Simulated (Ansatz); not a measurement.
# CH5BN2: up Jacob's ladder to CCSD(T)

An exercise on one series of results from a longer session: the logs are not shown, and one member is left open.

Program: Ansatz 0.2.0, Gaussian basis. Level of theory: functionals in def2-TZVPP, the program's frozen cores in correlated methods. These are calculated values, not measurements.

Levels to be run: LDA (SPW92), PBE-D4, revPBE-D4, BLYP-D4, r2SCAN-D4, B97M-V, PBE0-D4, B3LYP-D4, r2SCANh-D4, r2SCAN0-D4, HSE06-D4, BHLYP-D4, CAM-B3LYP-D4, LC-ωPBE, ωB97X-V, ωB97M-V, B2PLYP, PBE-QIDH; CCSD(T)/def2-SVP; CCSD(T)/def2-TZVPP; MP2/def2-QZVPP; extrapolation to the limit; RPA on PBE.

### The geometry

An earlier PBE0-D4 in a triple-zeta def2 set relaxation fixed the geometry.

9 atoms, charge 0, spin multiplicity 1.

Atoms are counted from 1 here; the program's logs count them from 0.

Bond lengths: B1–N2 1.430 Å, B1–N4 1.430 Å, B1–H5 1.191 Å, N2–C3 1.458 Å, N2–H6 1.003 Å, C3–N4 1.458 Å, C3–H7 1.097 Å, C3–H8 1.097 Å, N4–H9 1.003 Å. Angles: N2–B1–N4 92.5°, N2–B1–H5 133.7°, N4–B1–H5 133.7°, B1–N2–C3 88.7°, B1–N2–H6 135.4°, C3–N2–H6 124.3°, N2–C3–N4 90.2°, N2–C3–H7 113.7°, N2–C3–H8 114.4°, N4–C3–H7 114.4°, N4–C3–H8 113.7°, H7–C3–H8 109.6°, B1–N4–C3 88.7°, B1–N4–H9 135.5°, C3–N4–H9 124.3°.

The first run:

in.yaml reads:

```yaml
crystal:
  periodic: [false, false, false]
  atoms:
    - {symbol: B, position_ang: [-0.538099, 0.903828, -0.424192]}
    - {symbol: N, position_ang: [0.763940, 0.350105, -0.630863]}
    - {symbol: C, position_ang: [0.430096, -0.702400, 0.321981]}
    - {symbol: N, position_ang: [-0.891547, -0.116161, 0.513494]}
    - {symbol: H, position_ang: [-1.109556, 1.851861, -0.864610]}
    - {symbol: H, position_ang: [1.686504, 0.721989, -0.761457]}
    - {symbol: H, position_ang: [0.419966, -1.707135, -0.117078]}
    - {symbol: H, position_ang: [1.046892, -0.704084, 1.228587]}
    - {symbol: H, position_ang: [-1.719798, -0.644404, 0.717039]}
basis:
  gaussian: {orbitals: def2-TZVPP}
hamiltonian: {xc: lda}
output: {orbitals: {seedname: orbitals}}
```

Started as:

```
$ ansatz run in.yaml --threads 2 --pin off --events-out ev --progress --plain --max-ram 4352MiB
```

Among the steps run: LDA; PBE-D4 (GGA); revPBE-D4 (GGA); BLYP-D4 (GGA); r2SCAN-D4 (meta-GGA); B97M-V (meta-GGA); B3LYP-D4 (hybrid); r2SCANh-D4 (hybrid); r2SCAN0-D4 (hybrid); HSE06-D4 (hybrid); BHLYP-D4 (hybrid); CAM-B3LYP-D4 (range-separated); LC-ωPBE (range-separated); ωB97X-V (range-separated); ωB97M-V (range-separated); B2PLYP (double hybrid); PBE-QIDH (double hybrid).

One of the session's tables, all rows but one given; the rest of the session is left out.

It belongs to the step «Frontier levels by functional». 

| functional | HOMO (eV) | LUMO (eV) | gap (eV) |
| --- | --- | --- | --- |
| LDA (SPW92) | ? | ? | ? |
| PBE-D4 | -5.62 | 0.13 | 5.76 |
| revPBE-D4 | -5.56 | 0.21 | 5.77 |
| BLYP-D4 | -5.48 | 0.22 | 5.71 |
| r2SCAN-D4 | -5.89 | 0.52 | 6.41 |
| B97M-V | -6.01 | 0.37 | 6.38 |
| PBE0-D4 | -7.00 | 1.02 | 8.02 |
| B3LYP-D4 | -6.75 | 0.76 | 7.51 |
| r2SCANh-D4 | -6.41 | 0.83 | 7.24 |
| r2SCAN0-D4 | -7.20 | 1.28 | 8.48 |
| HSE06-D4 | -6.59 | 0.65 | 7.25 |
| BHLYP-D4 | -8.29 | 1.80 | 10.09 |
| CAM-B3LYP-D4 | -8.41 | 1.93 | 10.34 |
| LC-ωPBE | -9.81 | 3.10 | 12.91 |
| ωB97X-V | -9.44 | 2.97 | 12.41 |
| ωB97M-V | -9.36 | 2.55 | 11.91 |

**Question.** Estimate the row for LDA (SPW92).

**Answer.** HOMO (eV): -5.79; LUMO (eV): -0.06; gap (eV): 5.73. In the column «HOMO (eV)» it lies between r2SCAN-D4 (-5.89) and PBE-D4 (-5.62).
